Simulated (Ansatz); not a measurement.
# Si2GeH8: basis-set convergence

The task here is to estimate one member of a computed series from the others.

Computed with Ansatz 0.2.0, Gaussian basis. Level: one geometry, several basis sets.

Plan: PBE0-D4/def2-SVP; ωB97M-V/def2-SVP; PBE0-D4/def2-QZVPP; ωB97M-V/def2-QZVPP; the functionals' def2-TZVPP values are taken from earlier runs.

## Structure used throughout

All runs share one geometry, relaxed beforehand with PBE0-D4 in a triple-zeta def2 set.

11 atoms, charge 0, spin multiplicity 1.

Atoms are counted from 1 here; the program's logs count them from 0.

Bond lengths: Si1–Ge2 2.379 Å, Si1–H4 1.487 Å, Si1–H5 1.487 Å, Si1–H6 1.487 Å, Ge2–Si3 2.379 Å, Ge2–H7 1.541 Å, Ge2–H8 1.541 Å, Si3–H9 1.487 Å, Si3–H10 1.487 Å, Si3–H11 1.487 Å. Angles: Ge2–Si1–H4 109.7°, Ge2–Si1–H5 109.7°, Ge2–Si1–H6 111.0°, H4–Si1–H5 108.6°, H4–Si1–H6 108.8°, H5–Si1–H6 108.8°, Si1–Ge2–Si3 111.0°, Si1–Ge2–H7 109.6°, Si1–Ge2–H8 109.6°, Si3–Ge2–H7 109.6°, Si3–Ge2–H8 109.5°, H7–Ge2–H8 107.5°, Ge2–Si3–H9 111.0°, Ge2–Si3–H10 109.7°, Ge2–Si3–H11 109.7°, H9–Si3–H10 108.8°, H9–Si3–H11 108.8°, H10–Si3–H11 108.6°.

The first run:

in.yaml reads:

```yaml
crystal:
  periodic: [false, false, false]
  atoms:
    - {symbol: Si, position_ang: [-1.240730, 1.300062, -0.847944]}
    - {symbol: Ge, position_ang: [-0.347506, -0.027442, 0.912309]}
    - {symbol: Si, position_ang: [1.520926, -1.293402, 0.160724]}
    - {symbol: H, position_ang: [-1.664534, 0.423337, -1.971792]}
    - {symbol: H, position_ang: [-0.201225, 2.240301, -1.344562]}
    - {symbol: H, position_ang: [-2.414698, 2.084526, -0.381957]}
    - {symbol: H, position_ang: [0.080933, 0.883280, 2.078815]}
    - {symbol: H, position_ang: [-1.435595, -0.980176, 1.443464]}
    - {symbol: H, position_ang: [2.082684, -2.120515, 1.261195]}
    - {symbol: H, position_ang: [2.579594, -0.376696, -0.339409]}
    - {symbol: H, position_ang: [1.105351, -2.190374, -0.950142]}
basis:
  gaussian: {orbitals: def2-SVP}
hamiltonian: {xc: pbe0, dispersion: d4}
output: {orbitals: {seedname: orbitals}}
```

Among the steps run: PBE0-D4 in def2-SVP; ωB97M-V in def2-SVP; PBE0-D4 in def2-QZVPP; ωB97M-V in def2-QZVPP.

One table of the session follows, with a row left open; its other results are not shown here.

It belongs to the step «Density functionals: the series». 

```
functional       basis  HOMO (eV)  LUMO (eV)
   PBE0-D4    def2-SVP      -7.98       0.12
   PBE0-D4  def2-TZVPP          ?          ?
   PBE0-D4  def2-QZVPP      -7.93      -0.20
   ωB97M-V    def2-SVP      -9.91       1.96
   ωB97M-V  def2-TZVPP      -9.90       1.55
   ωB97M-V  def2-QZVPP      -9.89       1.17
```

Q: Estimate the row for PBE0-D4, def2-TZVPP from the others.

**Answer.** HOMO (eV): -7.93; LUMO (eV): -0.10.
